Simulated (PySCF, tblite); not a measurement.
**C5H8NSe radical: geometry, infrared bands and EPR parameters**

Wanted: the infrared bands and EPR parameters of C5H8NSe radical (`CC[C@H]1C=C[Se][N]1`), by calculation.

Computed with tblite 0.8.0 and PySCF 2.14.0, with density-fitted response routines of our own, on a single molecule in the gas phase. Atoms are numbered from 0 throughout.

### 1 The starting structure

15 atoms, charge 0, multiplicity 2; geometry from: force field or distance geometry start.

Bonds of the start (Å): C0–C1 1.49, C1–C2 1.54, C2–C3 1.44, C3–C4 1.31, C4–Se5 1.94, Se5–N6 1.91, N6–C2 1.40, C0–H7 1.11, C0–H8 1.13, C0–H9 1.12, C1–H10 1.11, C1–H11 1.12, C2–H12 1.13, C3–H13 1.12, C4–H14 1.09.

### 2 Optimising the geometry with GFN2-xTB

Job settings and geometry (Å):

```
{"job": {"kind": "relax", "xc": "GFN2-xTB", "basis": "xTB"}, "charge": 0, "multiplicity": 2}
C     -1.613200     0.361300    -0.228800
C     -0.903800    -0.913100     0.059100
C      0.560600    -0.705200     0.499800
C      1.275800    -0.025300    -0.554900
C      1.714100     1.178300    -0.271400
Se     1.171700     1.619500     1.537100
N      0.695100    -0.213400     1.805700
H     -1.346200     0.761400    -1.224000
H     -1.268400     1.147900     0.499300
H     -2.722200     0.253900    -0.176500
H     -0.836500    -1.526300    -0.867800
H     -1.430000    -1.513500     0.847400
H      0.946100    -1.761800     0.539400
H      1.482300    -0.489700    -1.550200
H      2.270400     1.834000    -0.936200
```

Launch:

```console
OMP_NUM_THREADS=1 python probes_run.py task.json out
```

This one command runs all jobs of the session in turn.

**Question.** This job is followed by: GFN2-xTB harmonic vibrations, gas phase; UKS B3LYP, def2-TZVP-core on Se, pcH-1 on C H N, non-relativistic, mean-field spin-orbit, GIAO. Predict these results of the whole session: strongest single infrared mode (GFN2-xTB); zero-point energy (GFN2-xTB); g(iso) (B3LYP); ⟨S²⟩; largest a(iso) (averaged by class); surface potential, 1st and 99th percentile.

**Answer**, as computed:

| quantity | value |
| --- | --- |
| strongest single infrared mode (GFN2-xTB) | 3028 cm⁻¹, 42 km/mol |
| zero-point energy (GFN2-xTB) | 73.9 kcal/mol |
| g(iso) (B3LYP) | 2.01277 |
| ⟨S²⟩ | 0.757 (exact 0.75) |
| largest a(iso) (averaged by class) | 1H on H12, 140.3 MHz |
| surface potential, 1st and 99th percentile | -1.68 V and 1.23 V |

What this shows: Relaxing lowered the energy by 0.665 eV in 43 steps; the close pair that moved most is Se5–N6, from 1.913 to 1.745 Å. All 39 modes are real, so the xTB geometry is a minimum. Unscaled tight-binding wavenumbers are off by several per cent, some by more. Its intensities can rank the bands wrongly. N6 carries the largest spin population, 0.65 e. The isotropic g lies 10.4 ppt above the free-electron value. The hyperfine terms hold no scalar relativity, which the heavier nuclei need.
